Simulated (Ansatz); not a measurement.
BiS:

```xyz
2
Lattice="4.0029 0.0000 0.0000 0.0000 4.0029 0.0000 0.0000 0.0000 4.0029" Properties=species:S:1:pos:R:3 pbc="T T T"
Bi    2.0015    2.0015    2.0015
S     0.0000    0.0000    0.0000
```

The cell was built by a generator and needn't be a form met in nature.

| Quantity | Value |
| --- | --- |
| Program | Ansatz 0.2.0 |
| Task | relaxation of cell and atoms |
| Functional | BLYP |
| Dispersion | D4 |
| Potentials or basis | Ansatz PAW |
| Cutoff | 420 eV (not typed: the program's choice for these potentials) |
| k mesh | 7 × 7 × 7 |
| Occupations | fermi-dirac, width 0.05 eV |
| Spin | no spin polarisation |

At the start: volume 32.07 Å³/atom.

How do energy, volume and symmetry change on relaxing?

It ends after 6 steps and the volume is 23.24 Å³/atom (-27.5 %); space group Pm-3m (No. 221, to 0.05 Å).

Step by step:
```csv
step,energy change (eV),largest force (eV/Å),volume (Å³)
1,0.0000,0.0000,64.14
2,-0.5045,0.0000,55.21
3,-0.7701,0.0000,47.15
4,-0.7722,0.0000,46.26
5,-0.7724,0.0000,46.47
6,-0.7701,0.0000,46.47
```

Final structure:
```xyz
2
Lattice="3.5953 0.0000 0.0000 0.0000 3.5953 0.0000 0.0000 0.0000 3.5953" Properties=species:S:1:pos:R:3 pbc="T T T"
Bi    1.7977    1.7977    1.7977
S     0.0000    0.0000    0.0000
```

Caveat: the volume moved by over 15 % at a fixed basis, so the end points are rough; the plane-wave basis is chosen anew once the cell has moved, so the energies of steps on either side of that aren't comparable; pairwise dispersion overbinds metals, which lowers pressure and volume; the PAW data sets come from PBE, with cores solved anew for the run's functional, which leaves a small shift of forces and pressure.
